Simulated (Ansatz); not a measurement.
# Tl12H: the cost of one run

Program: Ansatz 0.2.0. Level of theory: DFT r2SCAN, plane waves, PAW, scalar-relativistic, no spin polarisation. These are calculated values, not measurements.

## (1) The structure to begin with

The cell holds 13 atoms (HTl12): a = 6.920 Å, b = 10.380 Å, c = 5.533 Å, α = 90.00°, β = 90.00°, γ = 120.00°.

Coordinates:

```xyz
13
Lattice="6.9200 0.0000 0.0000 -5.1900 8.9893 0.0000 0.0000 0.0000 5.5325" Properties=species:S:1:pos:R:3 pbc="T T T"
Tl    0.0000    0.0000    0.0000
Tl    0.0000    1.9976    2.7663
Tl   -1.7300    2.9964    0.0000
Tl   -1.7300    4.9941    2.7663
Tl   -3.4600    5.9929    0.0000
Tl   -3.4600    7.9905    2.7663
Tl    3.4600    0.0000    0.0000
Tl    3.4600    1.9976    2.7663
Tl    1.7300    2.9964    0.0000
Tl    1.7300    4.9941    2.7663
Tl    0.0000    5.9929    0.0000
Tl    0.0000    7.9905    2.7663
H     5.2497    1.0355    4.1790
```

## (2) Relaxing the start

The input, input.yaml:

```yaml
crystal:
  lattice:
    - [6.92, 0.0, 0.0]
    - [-5.19, 8.989344, 0.0]
    - [0.0, 0.0, 5.53254]
  atoms:
    - { symbol: Tl, position: [0.0, 0.0, 0.0] }
    - { symbol: Tl, position: [0.1666667, 0.2222222, 0.5] }
    - { symbol: Tl, position: [0.0, 0.3333333, 0.0] }
    - { symbol: Tl, position: [0.1666667, 0.5555556, 0.5] }
    - { symbol: Tl, position: [0.0, 0.6666667, 0.0] }
    - { symbol: Tl, position: [0.1666667, 0.8888889, 0.5] }
    - { symbol: Tl, position: [0.5, 0.0, 0.0] }
    - { symbol: Tl, position: [0.6666667, 0.2222222, 0.5] }
    - { symbol: Tl, position: [0.5, 0.3333333, 0.0] }
    - { symbol: Tl, position: [0.6666667, 0.5555556, 0.5] }
    - { symbol: Tl, position: [0.5, 0.6666667, 0.0] }
    - { symbol: Tl, position: [0.6666667, 0.8888889, 0.5] }
    - { symbol: H, position: [0.8450232, 0.11519, 0.7553575] }
basis:
  ecutwfc: 500.0
kpoints:
  mp_grid: { grid: [2, 2, 3] }
hamiltonian:
  xc: r2scan
scf:
  occupations: { method: fermi_dirac, width: 0.1 }
  lower_state_search: "off"
relax:
  f_tol: 0.08
  max_steps: 25
  adjacent_minimum: "off"
```

The run is started by

```sh
ansatz run input.yaml --threads 4 --pin off --max-ram 10240MiB --backend cpu --events-out ev --progress --plain --runs-dir out
```

**Question.** How long does this run take on 4 threads of AMD EPYC 9R45 (Zen 5), shared host, and how much memory does it need?

About 34 s, with a peak of 1.7 GiB.
